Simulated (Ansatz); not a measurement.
# CH5NZn: how energies converge with the basis set

How large a basis does CH5NZn need? Two functionals are run in growing sets.

The runs use Ansatz 0.2.0, Gaussian basis; one geometry, several basis sets.

Levels to be run: PBE0-D4/def2-SVP; ωB97M-V/def2-SVP; PBE0-D4/def2-QZVPP; ωB97M-V/def2-QZVPP; the functionals' def2-TZVPP values are taken from earlier runs.

## (1) Structure used throughout

The geometry comes from an earlier relaxation with PBE0-D4 in a triple-zeta def2 set; it is a stationary point, not always the lowest conformer.

SMILES `N[CH2][ZnH]`, 8 atoms, charge 0, spin multiplicity 1.

Atoms are counted from 1 here; the program's logs count them from 0.

Bond lengths: N1–C2 1.466 Å, N1–H4 1.011 Å, N1–H5 1.014 Å, C2–Zn3 1.963 Å, C2–H6 1.101 Å, C2–H7 1.097 Å, Zn3–H8 1.546 Å. Angles: C2–N1–H4 111.1°, C2–N1–H5 111.1°, H4–N1–H5 106.3°, N1–C2–Zn3 110.4°, N1–C2–H6 114.5°, N1–C2–H7 108.0°, Zn3–C2–H6 112.2°, Zn3–C2–H7 105.3°, H6–C2–H7 105.8°, C2–Zn3–H8 178.9°.

Geometry (Å):

| atom | x (Å) | y (Å) | z (Å) |
| --- | --- | --- | --- |
| N1 | -0.27406 | 0.60104 | -1.05308 |
| C2 | 0.30840 | 0.35259 | 0.26965 |
| Zn3 | 0.13192 | -1.54266 | 0.74816 |
| H4 | -1.27521 | 0.45937 | -1.04304 |
| H5 | -0.12471 | 1.56091 | -1.34406 |
| H6 | -0.06133 | 1.01887 | 1.06382 |
| H7 | 1.38773 | 0.53551 | 0.20490 |
| H8 | -0.00053 | -3.04274 | 1.09776 |

## (2) PBE0-D4 in def2-SVP

in.yaml

```yaml
crystal:
  periodic: [false, false, false]
  atoms:
    - {symbol: N, position_ang: [-0.274059, 0.601040, -1.053083]}
    - {symbol: C, position_ang: [0.308396, 0.352589, 0.269648]}
    - {symbol: Zn, position_ang: [0.131922, -1.542658, 0.748155]}
    - {symbol: H, position_ang: [-1.275210, 0.459374, -1.043044]}
    - {symbol: H, position_ang: [-0.124713, 1.560912, -1.344058]}
    - {symbol: H, position_ang: [-0.061331, 1.018875, 1.063816]}
    - {symbol: H, position_ang: [1.387728, 0.535507, 0.204904]}
    - {symbol: H, position_ang: [-0.000533, -3.042739, 1.097763]}
basis:
  gaussian: {orbitals: def2-SVP}
hamiltonian: {xc: pbe0, dispersion: d4}
output: {orbitals: {seedname: orbitals}}
```

Command:

```
ansatz run in.yaml --threads 2 --pin off --events-out ev --progress --plain --max-ram 4352MiB
```

Log:

```text
Functional definition: PBE0
  name "PBE0"
  cite "Adamo & Barone, J. Chem. Phys. 110, 6158 (1999) doi:10.1063/1.478522"
  cite "Perdew, Burke & Ernzerhof, Phys. Rev. Lett. 77, 3865 (1996) doi:10.1103/PhysRevLett.77.3865"
  parent pbe
  parameter a = 0.25
  parameter kappa = 0.804
  parameter beta = 0.06672455060314922
  exchange = (1 - a)*pbe_x(kappa = kappa, mu = beta*pi^2/3) + a*exact_x
  correlation = pbe_c(beta = beta)
848 factors; integrals over basis functions are off by at most 1.3e-3 eV
mean field evaluation 1: about -51001.3268 eV, gradient 5.8e1 eV
mean field evaluation 2: about -50994.7049 eV, gradient 8.0e1 eV
mean field evaluation 4: about -51008.2775 eV, gradient 1.2e0 eV
mean field evaluation 8: about -51008.4788 eV, gradient 1.6e-1 eV
mean field evaluation 16: about -51008.4789 eV, gradient 8.4e-6 eV
mean field -51008.47889342 eV, -1874.5270245443 hartree, gradient 8.6e-6 eV, S^2 0.000000; 0 other end points of the search recorded, 0 dependent functions left out
reference -51008.47892664 eV, -1874.5270257650 hartree; 24, 24 occupied and 60, 60 virtual orbitals, 848 factors
Total energy: -51008.57294871 eV, -1874.5304810127 hartree
```

Run time: 1.3 s. Hardware: 2 threads of Arm Neoverse V2, shared host.

## (3) ωB97M-V in def2-SVP

in.yaml: that of step 2 with these lines changed.

```diff
@@ -13,3 +13,3 @@
   gaussian: {orbitals: def2-SVP}
-hamiltonian: {xc: pbe0, dispersion: d4}
+hamiltonian: {xc: {name: wB97M-V}}
 output: {orbitals: {seedname: orbitals}}
```

The command is unchanged.

Log, cut to the lines that bear on the results:

```text
Functional definition: wB97M-V
  name "wB97M-V"
  cite "Mardirossian & Head-Gordon, J. Chem. Phys. 144, 214110 (2016) doi:10.1063/1.4952647"
  cite "Becke, J. Chem. Phys. 107, 8554 (1997) doi:10.1063/1.475007"
  cite "Vydrov & Van Voorhis, J. Chem. Phys. 133, 244103 (2010) doi:10.1063/1.3521275"
  # Of w^i u^j: cxij and so on, Table III.
[...]
  gx(w, u) = 1 - cx + cx01*u + cx10*w
  gss(w, u) = css00 + css04*u^4 + css10*w + css20*w^2 + css43*w^4*u^3
  gos(w, u) = cos00 + cos10*w + (cos20 + cos21*u)*w^2 + (cos60 + cos61*u)*w^6
[...]
      + integral(e_c_pw_mod_opposite_spin*gos(b97_w_opposite, b97_u_opposite)) + vv10(b, c)
848 factors; integrals over basis functions are off by at most 1.3e-3 eV
204 factors; integrals over basis functions are off by at most 1.0e-5 eV
[...]
mean field -51014.20859120 eV, -1874.7375870543 hartree, gradient 3.4e-5 eV, S^2 0.000000; 0 other end points of the search recorded, 0 dependent functions left out
reference -51014.20864379 eV, -1874.7375889867 hartree; 24, 24 occupied and 60, 60 virtual orbitals, 848 factors
Total energy: -51014.20864379 eV, -1874.7375889867 hartree
```

It took 5.5 s on 2 threads of Arm Neoverse V2, shared host.

## (4) PBE0-D4 in def2-QZVPP

in.yaml: that of step 3 with these lines changed.

```diff
@@ -12,4 +12,4 @@
 basis:
-  gaussian: {orbitals: def2-SVP}
-hamiltonian: {xc: {name: wB97M-V}}
+  gaussian: {orbitals: "def2-QZVPP.json"}
+hamiltonian: {xc: pbe0, dispersion: d4}
 output: {orbitals: {seedname: orbitals}}
```

Launched as before.

Log:

```text
Functional definition: PBE0
  name "PBE0"
  cite "Adamo & Barone, J. Chem. Phys. 110, 6158 (1999) doi:10.1063/1.478522"
  cite "Perdew, Burke & Ernzerhof, Phys. Rev. Lett. 77, 3865 (1996) doi:10.1103/PhysRevLett.77.3865"
  parent pbe
  parameter a = 0.25
  parameter kappa = 0.804
  parameter beta = 0.06672455060314922
  exchange = (1 - a)*pbe_x(kappa = kappa, mu = beta*pi^2/3) + a*exact_x
  correlation = pbe_c(beta = beta)
1330 factors; their error is unknown
mean field evaluation 1: about -51010.0083 eV, gradient 7.3e1 eV
mean field evaluation 2: about -50967.8684 eV, gradient 1.5e2 eV
mean field evaluation 4: about -51019.6430 eV, gradient 1.0e1 eV
mean field evaluation 8: about -51019.8318 eV, gradient 8.0e-2 eV
mean field evaluation 16: about -51019.9215 eV, gradient 7.6e-5 eV
mean field -51019.92146513 eV, -1874.9475312987 hartree, gradient 7.6e-5 eV, S^2 0.000000; 0 other end points of the search recorded, 0 dependent functions left out
reference -51019.92150286 eV, -1874.9475326854 hartree; 24, 24 occupied and 340, 340 virtual orbitals, 1330 factors
Total energy: -51020.01552494 eV, -1874.9509879331 hartree
```

Wall time 7.5 s (2 threads of Arm Neoverse V2, shared host); peak memory 0.96 GiB.

## (5) ωB97M-V in def2-QZVPP

in.yaml: that of step 4 with these lines changed.

```diff
@@ -13,3 +13,3 @@
   gaussian: {orbitals: "def2-QZVPP.json"}
-hamiltonian: {xc: pbe0, dispersion: d4}
+hamiltonian: {xc: {name: wB97M-V}}
 output: {orbitals: {seedname: orbitals}}
```

Same command.

Log, cut to the lines that bear on the results:

```text
Functional definition: wB97M-V
  name "wB97M-V"
  cite "Mardirossian & Head-Gordon, J. Chem. Phys. 144, 214110 (2016) doi:10.1063/1.4952647"
  cite "Becke, J. Chem. Phys. 107, 8554 (1997) doi:10.1063/1.475007"
  cite "Vydrov & Van Voorhis, J. Chem. Phys. 133, 244103 (2010) doi:10.1063/1.3521275"
  # Of w^i u^j: cxij and so on, Table III.
[...]
  gx(w, u) = 1 - cx + cx01*u + cx10*w
  gss(w, u) = css00 + css04*u^4 + css10*w + css20*w^2 + css43*w^4*u^3
  gos(w, u) = cos00 + cos10*w + (cos20 + cos21*u)*w^2 + (cos60 + cos61*u)*w^6
[...]
      + integral(e_c_pw_mod_opposite_spin*gos(b97_w_opposite, b97_u_opposite)) + vv10(b, c)
1279 factors; their error is unknown
294 factors; integrals over basis functions are off by at most 2.7e-5 eV
[...]
mean field -51025.74942564 eV, -1875.1617048971 hartree, gradient 3.3e-5 eV, S^2 0.000000; 0 other end points of the search recorded, 0 dependent functions left out
reference -51025.74948805 eV, -1875.1617071906 hartree; 24, 24 occupied and 340, 340 virtual orbitals, 1279 factors
Total energy: -51025.74948805 eV, -1875.1617071906 hartree
```

Run time: 21 s. Hardware: 2 threads of Arm Neoverse V2, shared host; peak memory 1.1 GiB.

## (6) Density functionals: the series

The def2-TZVPP values come from earlier runs at the same geometry.

| functional | basis | functions | energy (eV) | from the largest (eV) | HOMO (eV) | LUMO (eV) |
| --- | --- | --- | --- | --- | --- | --- |
| PBE0-D4 | def2-SVP | 84 | -51008.5729 | 11.443 | -6.03 | 0.79 |
| PBE0-D4 | def2-TZVPP | 196 | -51018.6678 | 1.348 | -6.37 | -0.44 |
| PBE0-D4 | def2-QZVPP | 364 | -51020.0155 | 0.000 | -6.42 | -0.53 |
| ωB97M-V | def2-SVP | 84 | -51014.2086 | 11.541 | -8.34 | 2.10 |
| ωB97M-V | def2-TZVPP | 196 | -51024.4378 | 1.312 | -8.68 | 0.89 |
| ωB97M-V | def2-QZVPP | 364 | -51025.7495 | 0.000 | -8.73 | 0.58 |

## (7) Summary of results

```
                                       quantity           value
PBE0-D4: double and triple zeta above quadruple  11.44, 1.35 eV
ωB97M-V: double and triple zeta above quadruple  11.54, 1.31 eV
```

PBE0-D4 gains 10.09 eV from double to triple zeta, then 1.35 eV more. These are total energies; as a rule much of such shifts cancels in differences, which this series doesn't test. The LUMO of ωB97M-V is positive and keeps falling with the basis (2.10 to 0.58 eV): an unbound level that the basis holds in place.

For PBE0-D4 the largest set took about 6 times as long as the smallest (7.5 s against 1.3 s).
